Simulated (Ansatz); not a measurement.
# Ga₂H₄O: a ladder of functionals and wavefunction methods

The task here is to estimate one member of a computed series from the others.

Computed with Ansatz 0.2.0, Gaussian basis. Level: functionals in def2-TZVPP, the program's frozen cores in correlated methods.

The runs, in order: LDA (SPW92), PBE-D4, revPBE-D4, BLYP-D4, r2SCAN-D4, B97M-V, PBE0-D4, B3LYP-D4, r2SCANh-D4, r2SCAN0-D4, HSE06-D4, BHLYP-D4, CAM-B3LYP-D4, LC-ωPBE, ωB97X-V, ωB97M-V, B2PLYP, PBE-QIDH; CCSD(T)/def2-SVP; CCSD(T)/def2-TZVPP; MP2/def2-QZVPP; extrapolation to the limit; RPA on PBE.

### The relaxed structure

The geometry comes from an earlier relaxation with PBE0-D4 in a triple-zeta def2 set; it is a stationary point, not always the lowest conformer.

SMILES `[OH][GaH][GaH2]`, 7 atoms, charge 0, spin multiplicity 1.

Atoms are counted from 1 here; the program's logs count them from 0.

Bond lengths: O1–Ga2 1.800 Å, O1–H4 0.960 Å, Ga2–Ga3 2.462 Å, Ga2–H5 1.580 Å, Ga3–H6 1.575 Å, Ga3–H7 1.575 Å. Angles: Ga2–O1–H4 113.9°, O1–Ga2–Ga3 112.4°, O1–Ga2–H5 114.6°, Ga3–Ga2–H5 133.0°, Ga2–Ga3–H6 121.5°, Ga2–Ga3–H7 121.6°, H6–Ga3–H7 116.9°.

The first run:

Input file in.yaml:

```yaml
crystal:
  periodic: [false, false, false]
  atoms:
    - {symbol: O, position_ang: [-1.816238, -0.845654, -0.177444]}
    - {symbol: Ga, position_ang: [-0.505853, 0.303095, -0.628862]}
    - {symbol: Ga, position_ang: [1.479916, 0.072921, 0.807388]}
    - {symbol: H, position_ang: [-2.602321, -0.773548, -0.723106]}
    - {symbol: H, position_ang: [-0.848481, 1.245356, -1.849469]}
    - {symbol: H, position_ang: [2.653657, -0.910145, 0.438389]}
    - {symbol: H, position_ang: [1.639330, 0.907985, 2.133114]}
basis:
  gaussian: {orbitals: def2-TZVPP}
hamiltonian: {xc: lda}
output: {orbitals: {seedname: orbitals}}
```

The run is started by

```console
> ansatz run in.yaml --threads 2 --pin off --events-out ev --progress --plain --max-ram 4352MiB
```

Steps of the session up to this table: LDA; PBE-D4 (GGA); revPBE-D4 (GGA); BLYP-D4 (GGA); r2SCAN-D4 (meta-GGA); B97M-V (meta-GGA); PBE0-D4 (hybrid); B3LYP-D4 (hybrid); r2SCANh-D4 (hybrid); r2SCAN0-D4 (hybrid); HSE06-D4 (hybrid); BHLYP-D4 (hybrid); CAM-B3LYP-D4 (range-separated); LC-ωPBE (range-separated); ωB97X-V (range-separated); ωB97M-V (range-separated); B2PLYP (double hybrid); PBE-QIDH (double hybrid).

One of the session's tables, all rows but one given; the rest of the session is left out.

It belongs to the step «Orbital energies across the functionals». 

| functional | HOMO (eV) | LUMO (eV) | gap (eV) |
| --- | --- | --- | --- |
| LDA (SPW92) | -6.29 | -3.17 | 3.12 |
| PBE-D4 | -6.18 | -2.92 | 3.27 |
| revPBE-D4 | -6.14 | -2.80 | 3.34 |
| BLYP-D4 | -6.06 | -2.86 | 3.21 |
| r2SCAN-D4 | ? | ? | ? |
| B97M-V | -6.52 | -2.89 | 3.63 |
| PBE0-D4 | -7.24 | -2.13 | 5.11 |
| B3LYP-D4 | -7.06 | -2.39 | 4.67 |
| r2SCANh-D4 | -6.83 | -2.41 | 4.42 |
| r2SCAN0-D4 | -7.41 | -2.01 | 5.40 |
| HSE06-D4 | -6.84 | -2.50 | 4.35 |
| BHLYP-D4 | -8.19 | -1.38 | 6.81 |
| CAM-B3LYP-D4 | -8.48 | -1.22 | 7.27 |
| LC-ωPBE | -9.76 | -0.02 | 9.74 |
| ωB97X-V | -9.44 | -0.19 | 9.25 |
| ωB97M-V | -9.26 | -0.41 | 8.85 |

Estimate the missing values for r2SCAN-D4.

Worked estimate for «HOMO (eV)». Against the share of exact exchange, r2SCANh-D4 (0.1, -6.83), r2SCAN0-D4 (0.25, -7.41) give a slope of -3.87 per unit share; at 0 the line stands at -6.44.

**Answer.** HOMO (eV): -6.45; LUMO (eV): -2.69; gap (eV): 3.76. In «HOMO (eV)» the line misses by +0.01.
